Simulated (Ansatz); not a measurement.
# CH9Al2NO: the cost of one run

Method: UKS PBE/STO-3G, in Ansatz 0.2.0.

## Step 1: Starting point

Bond lengths: Al1–O2 2.179 Å, O2–C3 1.402 Å, Al1–H4 1.538 Å, Al1–H5 1.540 Å, O2–Al6 2.178 Å, Al1–N7 2.238 Å, Al6–N7 2.238 Å, Al6–H8 1.539 Å, Al6–H9 1.540 Å, C3–H10 1.093 Å, C3–H11 1.093 Å, C3–H12 1.093 Å, N7–H13 1.014 Å, N7–H14 1.019 Å. Angles (14 of 27 angles, heavy atoms first): Al1–O2–C3 130.2°, Al1–O2–Al6 97.3°, C3–O2–Al6 132.5°, O2–Al1–N7 83.5°, O2–Al6–N7 83.5°, Al1–N7–Al6 93.9°, O2–Al1–H4 108.6°, O2–Al1–H5 108.1°, H4–Al1–N7 116.5°, H5–Al1–N7 109.7°, O2–C3–H10 110.0°, O2–C3–H11 110.4°, O2–C3–H12 109.7°, O2–Al6–H8 110.2°.

Structure file:

```xyz
14

Al    1.2067    1.2236    0.3062
O     0.3261   -0.6410   -0.3966
C     0.8416   -1.6154   -1.2626
H     2.2576    0.8951    1.3799
H     1.5108    2.1009   -0.9227
Al   -1.5873   -0.4467    0.6266
N    -0.8702    1.6345    1.0322
H    -1.6146   -1.3415    1.8784
H    -2.6839   -0.4801   -0.4541
H     0.0540   -1.9767   -1.9285
H     1.2370   -2.4607   -0.6939
H     1.6466   -1.1860   -1.8636
H    -1.0192    2.0418    1.9492
H    -1.3054    2.2523    0.3493
```

## Step 2: Run 1

150 steps of 0.5 fs at constant energy, with velocities drawn for 1000 K.

input.yaml

```yaml
crystal:
  periodic: [false, false, false]
  atoms:
    - { symbol: Al, position_ang: [1.2067, 1.2236, 0.3062] }
    - { symbol: O, position_ang: [0.3261, -0.641, -0.3966] }
    - { symbol: C, position_ang: [0.8416, -1.6154, -1.2626] }
    - { symbol: H, position_ang: [2.2576, 0.8951, 1.3799] }
    - { symbol: H, position_ang: [1.5108, 2.1009, -0.9227] }
    - { symbol: Al, position_ang: [-1.5873, -0.4467, 0.6266] }
    - { symbol: "N", position_ang: [-0.8702, 1.6345, 1.0322] }
    - { symbol: H, position_ang: [-1.6146, -1.3415, 1.8784] }
    - { symbol: H, position_ang: [-2.6839, -0.4801, -0.4541] }
    - { symbol: H, position_ang: [0.054, -1.9767, -1.9285] }
    - { symbol: H, position_ang: [1.237, -2.4607, -0.6939] }
    - { symbol: H, position_ang: [1.6466, -1.186, -1.8636] }
    - { symbol: H, position_ang: [-1.0192, 2.0418, 1.9492] }
    - { symbol: H, position_ang: [-1.3054, 2.2523, 0.3493] }
magnetization:
  spin_polarized: true
basis:
  gaussian: { orbitals: STO-3G }
hamiltonian:
  xc: pbe
md:
  timestep: 0.5
  n_steps: 150
  ensemble: nve
  temperature: 1000.0
  initial_velocities: maxwell_boltzmann
  seed: 11397
```

Run with:

```sh
> ansatz run input.yaml --threads 1 --pin off --max-ram 2048MiB --backend cpu --events-out ev --progress --plain --runs-dir out
```

**Question.** How long does this run take on 1 thread of Arm Neoverse V1, shared host, and how much memory does it need?

About 11 min, with a peak of 0.12 GiB.
